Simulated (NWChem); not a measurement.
# One shape, several levels: GeTe (SMILES [Ge][Te])

Wanted: a comparison of 6 runs (B3LYP/def2-TZVP, BHLYP/def2-TZVP, M06-2X/def2-TZVP, PBE/def2-TZVP, TPSS/def2-TZVP, CCSD(T)/def2-TZVP) of GeTe. 

The calculation is run with NWChem 7.3.0.

## 1. The molecule

GeTe: 2 atoms, total charge 0, spin state singlet. As SMILES, `[Ge][Te]`. The bond length is the measured one.

Bond lengths: Ge1–Te2 2.340 Å.

## 2. Energy and gradient at B3LYP/def2-TZVP (core potential) (run 1)

Input file gete.nw:

```
start gete
title "GeTe gradient"
memory stack 880 mb heap 220 mb global 1100 mb
geometry noautosym nocenter noautoz
   Ge     0.000000     0.000000     0.000000
   Te     0.000000     0.000000     2.340165
end
basis spherical bse
   * library def2-TZVP
end
ecp bse
   Te library def2-TZVP
end
dft
   xc b3lyp
   grid fine
   convergence energy 1e-08
   maxiter 100
   mulliken
end
task dft gradient
```

Command:

```console
$ nwchem gete.nw > gete.out
```

Log:

```text
[...]
          Wavefunction type:  closed shell.
          No. of atoms     :     2
          No. of electrons :    56
[...]
          Charge           :     0
          Spin multiplicity:     1
[...]
          AO basis - number of functions:    98
[...]
              XC Information
              --------------
                         B3LYP Method XC Potential
                     Hartree-Fock (Exact) Exchange  0.200
                        Slater Exchange Functional  0.800 local
                    Becke 1988 Exchange Functional  0.720 non-local
              Lee-Yang-Parr Correlation Functional  0.810
                  VWN I RPA Correlation Functional  0.190 local
[...]
 d= 0,ls=0.0,diis     1  -2345.1317945584 -2.52D+03  1.96D-02  5.98D-01     4.0
[...]
 d= 0,ls=0.0,diis    11  -2345.2003486260 -2.16D-10  6.63D-08  7.03D-11    30.7
         Total DFT energy =    -2345.200348625952
      One electron energy =    -3708.375988093929
           Coulomb energy =     1289.433409638011
    Exchange-Corr. energy =      -99.924211310624
 Nuclear repulsion energy =      173.666441140590
[...]
      Total Density - Mulliken Population Analysis
     ---------------------------------------------
    Atom       Charge   Shell Charges
 -----------   ------   -------------------------------------------------------
    1 Ge  32    31.86   2.00  2.00  1.18  0.77  1.16  0.78  5.98  4.43  1.56  1.00  0.88  8.84  1.09  0.08  0.07  0.01
    2 Te  24    24.14   0.29 -0.86  1.62  0.96  1.18  0.73 -0.51  6.47  1.19  2.14  0.88  9.01  0.97  0.06  0.00  0.01
[...]
  wavefunction    = closed shell
                         DFT ENERGY GRADIENTS
    atom               coordinates                        gradient
                 x          y          z           x          y          z
   1 Ge      0.000000   0.000000   0.000000   -0.000000  -0.000000   0.006726
   2 Te      0.000000   0.000000   4.422271    0.000000   0.000000  -0.006726
[...]
```

Run time: 44 s. Hardware: 1 thread of Intel Xeon Platinum 8488C (Sapphire Rapids), shared host; peak memory 0.12 GiB.

## 3. Energy and gradient at BHLYP/def2-TZVP (core potential) (run 2)

Input file geom.xyz:

```xyz
2
GeTe
Ge     0.000000     0.000000     0.000000
Te     0.000000     0.000000     2.340165
```

Input file run.py:

```python
from ase.io import read
from ase.calculators.nwchem import NWChem

mol = read('geom.xyz')

calc = NWChem(
    label='geom',
    theory='dft',
    memory='2200 mb',
    basis='def2-TZVP',
    basispar='spherical bse',
    dft={'xc': 'bhlyp', 'mult': '1', 'grid': 'fine', 'convergence': 'energy 1e-08', 'iterations': '100', 'mulliken': None},
    **{'ecp bse': {'Te library': 'def2-TZVP'}},
)
mol.calc = calc

forces = mol.get_forces()
print(f"energy = {mol.get_potential_energy():.6f} eV")
print("forces (eV/A):")
for s, f in zip(mol.symbols, forces):
    print(f"{s:2s} {f[0]:10.5f} {f[1]:10.5f} {f[2]:10.5f}")
print("dipole (e A):", mol.get_dipole_moment().round(4))
```

Command:

```console
$ export ASE_NWCHEM_COMMAND="nwchem PREFIX.nwi > PREFIX.nwo"
$ python run.py
```

Log:

```text
energy = -63810.285421 eV
forces (eV/A):
Ge    0.00000    0.00000    0.17890
Te   -0.00000   -0.00000   -0.17890
dipole (e A): [-0.      0.     -0.3161]
```

The calculator wrote geom.nwi:

```
title "geom"

permanent_dir geom

scratch_dir geom

start geom

geometry units angstrom nocenter noautosym noautoz
  Ge 0.0000000000000000e+00 0.0000000000000000e+00 0.0000000000000000e+00
  Te 0.0000000000000000e+00 0.0000000000000000e+00 2.3401649999999998e+00
end

memory 2200 mb

basis spherical bse noprint
   * library def2-TZVP
end

dft
  xc bhlyp
  mult 1
  grid fine
  convergence energy 1e-08
  iterations 100
  mulliken
end
ecp bse
  Te library def2-TZVP
end

task dft gradient
```

geom.nwo, shortened:

```text
[...]
         Total DFT energy =    -2344.984756165525
[...]
  wavefunction    = closed shell
                         DFT ENERGY GRADIENTS
    atom               coordinates                        gradient
                 x          y          z           x          y          z
   1 Ge      0.000000   0.000000   0.000000   -0.000000  -0.000000  -0.003479
   2 Te      0.000000   0.000000   4.422271    0.000000   0.000000   0.003479
[...]
```

It took 40 s on 1 thread of Intel Xeon Platinum 8488C (Sapphire Rapids), shared host; peak memory 0.13 GiB.

## 4. Energy and forces at M06-2X/def2-TZVP (core potential) (run 3)

Input file mymol.nw:

```
start mymol
memory stack 880 mb heap 220 mb global 1100 mb

geometry units atomic noautosym nocenter noautoz
Ge  0.00000000  0.00000000  0.00000000
Te  0.00000000  0.00000000  4.42227094
end

basis spherical bse
Ge library def2-TZVP
Te library def2-TZVP
end

ecp bse
Te library def2-TZVP
end

dft
xc m06-2x
grid fine
convergence energy 1e-08
iterations 100
mulliken
print medium
end

task dft gradient
```

Command:

```console
$ nwchem mymol.nw > mymol.out
```

Log:

```text
[...]
          Wavefunction type:  closed shell.
          No. of atoms     :     2
          No. of electrons :    56
[...]
          Charge           :     0
          Spin multiplicity:     1
[...]
          AO basis - number of functions:    98
[...]
              XC Information
              --------------
                       M06-2X Method XC Functional
                     Hartree-Fock (Exact) Exchange  0.540
                        M06-2X Exchange Functional  1.000
                      M06-2X Correlation Potential  1.000
[...]
 d= 0,ls=0.0,diis     1  -2344.9346940772 -2.52D+03  1.19D-02  5.37D-01     4.2
[...]
 d= 0,ls=0.0,diis    11  -2344.9792858248 -8.73D-09  1.57D-06  9.84D-09    31.4
         Total DFT energy =    -2344.979285824798
      One electron energy =    -3708.610609978752
           Coulomb energy =     1289.737397476834
    Exchange-Corr. energy =      -99.772501820814
 Nuclear repulsion energy =      173.666428497934
[...]
      Total Density - Mulliken Population Analysis
     ---------------------------------------------
    Atom       Charge   Shell Charges
 -----------   ------   -------------------------------------------------------
    1 Ge  32    31.76   2.00  2.00  1.16  0.80  1.03  0.92  5.98  4.42  1.57  0.93  0.84  8.91  1.05  0.05  0.09  0.01
    2 Te  24    24.24   0.29 -0.84  1.57  0.99  1.09  0.85 -0.51  6.45  1.11  2.40  0.79  9.05  0.93  0.07  0.00  0.01
[...]
  wavefunction    = closed shell
                         DFT ENERGY GRADIENTS
    atom               coordinates                        gradient
                 x          y          z           x          y          z
   1 Ge      0.000000   0.000000   0.000000   -0.000000  -0.000000  -0.000580
   2 Te      0.000000   0.000000   4.422271    0.000000   0.000000   0.000580
[...]
```

Run time: 46 s. Hardware: 1 thread of Intel Xeon Platinum 8488C (Sapphire Rapids), shared host; peak memory 0.12 GiB.

Runs 4 to 5 aren't shown in full; the table further down has their settings and results.

## 5. The energy at CCSD(T)/def2-TZVP (core potential) (run 6)

Input file run.nw:

```
start run
memory stack 880 mb heap 220 mb global 1100 mb
geometry units angstroms noautosym nocenter noautoz
  Ge    0.000000    0.000000    0.000000
  Te    0.000000    0.000000    2.340165
end
basis spherical bse
  * library def2-TZVP
end
ecp bse
  Te library def2-TZVP
end
scf
  nopen 0
  rhf
  thresh 1e-08
  maxiter 80
  print low
end
ccsd
  freeze core 13
  maxiter 60
end
task ccsd(t) energy
```

Command:

```console
$ nwchem run.nw > run.out
```

Log:

```text
[...]
  functions       =    98
[...]
  wavefunction    = RHF
[...]
         Total SCF energy =  -2342.404401857719
      One-electron energy =  -3708.657311769683
      Two-electron energy =   1192.586468771375
 Nuclear repulsion energy =    173.666441140590
        Time for solution =     45.9s
[...]
 Total MP2 energy:          -2343.085258560191960
[...]
             energy      energy      error      ampl     ampl      Block
                                                time     time      time
[...]
 Total CCSD energy:          -2343.056155661879075
[...]
 Total CCSD+T(CCSD) energy:          -2343.083952240378949
[...]
 Total CCSD(T) energy:               -2343.081894232816921
[...]
```

Wall time 4.3 min (1 thread of Intel Xeon Platinum 8488C (Sapphire Rapids), shared host); peak memory 0.35 GiB.

## 6. All runs side by side

```tsv
run	level	task	integration grid	energy (Eh)	dipole moment (D)	HOMO energy (eV)	LUMO energy (eV)	wall time
1	B3LYP/def2-TZVP (core potential)	gradient	fine	-2345.200349	1.23	-6.83	-2.74	44 s
2	BHLYP/def2-TZVP (core potential)	gradient	fine	-2344.984756	1.52	-7.74	-1.80	40 s
3	M06-2X/def2-TZVP (core potential)	gradient	fine	-2344.979286	1.67	-7.96	-1.81	46 s
4	PBE/def2-TZVP (core potential)	gradient	fine	-2344.748320	1.00	-6.17	-3.24	44 s
5	TPSS/def2-TZVP (core potential)	gradient	fine	-2344.933043	1.04	-6.24	-3.21	46 s
6	CCSD(T)/def2-TZVP (core potential)	energy	–	-2343.081894	–	–	–	4.3 min
```

## 7. What came out

| quantity | value |
| --- | --- |
| run 6: total energy | -2343.08189 Eh |
| run 6: correlation energy (13 core orbitals frozen) | -677.5 mEh |
| run 6: (T) correction | -25.74 mEh |

**Reading.** Over runs 1, 2, 3, 4, 5 the dipole moment (its size) runs from 1.00 D (PBE/def2-TZVP) to 1.67 D (M06-2X/def2-TZVP). Over runs 1, 2, 3, 4, 5 the HOMO–LUMO gap runs from 2.94 eV (PBE/def2-TZVP) to 6.15 eV (M06-2X/def2-TZVP). Totals of different functionals can't be ranked against each other. All runs together took 8 min, the longest 4.3 min.
